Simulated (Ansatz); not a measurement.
# SnCl2F radical: how energies converge with the basis set

The task here is to estimate one member of a computed series from the others.

Method: one geometry, several basis sets; program: Ansatz 0.2.0, Gaussian basis.

The runs, in order: PBE0-D4/def2-SVP; ωB97M-V/def2-SVP; PBE0-D4/def2-QZVPP; ωB97M-V/def2-QZVPP; the functionals' def2-TZVPP values are taken from earlier runs.

## Structure used throughout

All runs share one geometry, relaxed beforehand with PBE0-D4 in a triple-zeta def2 set. Sn takes the def2 core potential; no spin-orbit term is included.

SMILES `[F][Sn]([Cl])[Cl]`, 4 atoms, charge 0, spin multiplicity 2.

Atoms are counted from 1 here; the program's logs count them from 0.

Bond lengths: F1–Sn2 1.915 Å, Sn2–Cl3 2.326 Å, Sn2–Cl4 2.326 Å. Angles: F1–Sn2–Cl3 105.4°, F1–Sn2–Cl4 105.4°, Cl3–Sn2–Cl4 110.0°.

Set-up of the first run:

in.yaml reads:

```yaml
crystal:
  periodic: [false, false, false]
  atoms:
    - {symbol: F, position_ang: [-1.342191, -0.947785, 0.824113]}
    - {symbol: Sn, position_ang: [-0.020951, 0.389316, 0.457045]}
    - {symbol: Cl, position_ang: [1.998975, -0.756932, 0.326697]}
    - {symbol: Cl, position_ang: [-0.580333, 1.255101, -1.628256]}
basis:
  gaussian: {orbitals: def2-SVP}
magnetization: {spin_polarized: true, initial_magnetization: 1}
hamiltonian: {xc: pbe0, dispersion: d4}
output: {orbitals: {seedname: orbitals}}
```

Steps of the session up to this table: PBE0-D4 in def2-SVP; ωB97M-V in def2-SVP; PBE0-D4 in def2-QZVPP; ωB97M-V in def2-QZVPP.

One of the session's tables, all rows but one given; the rest of the session is left out.

It belongs to the step «Density functionals: the series». 

| functional | basis | HOMO (eV) | LUMO (eV) |
| --- | --- | --- | --- |
| PBE0-D4 | def2-SVP | -7.84 | -5.06 |
| PBE0-D4 | def2-TZVPP | -7.99 | -5.19 |
| PBE0-D4 | def2-QZVPP | -8.01 | -5.20 |
| ωB97M-V | def2-SVP | ? | ? |
| ωB97M-V | def2-TZVPP | -10.01 | -3.40 |
| ωB97M-V | def2-QZVPP | -10.04 | -3.45 |

Q: Estimate the row for ωB97M-V, def2-SVP from the others.

**Answer.** HOMO (eV): -9.81; LUMO (eV): -3.20. In the column «HOMO (eV)» it lies between ωB97M-V, def2-TZVPP (-10.01) and PBE0-D4, def2-QZVPP (-8.01).
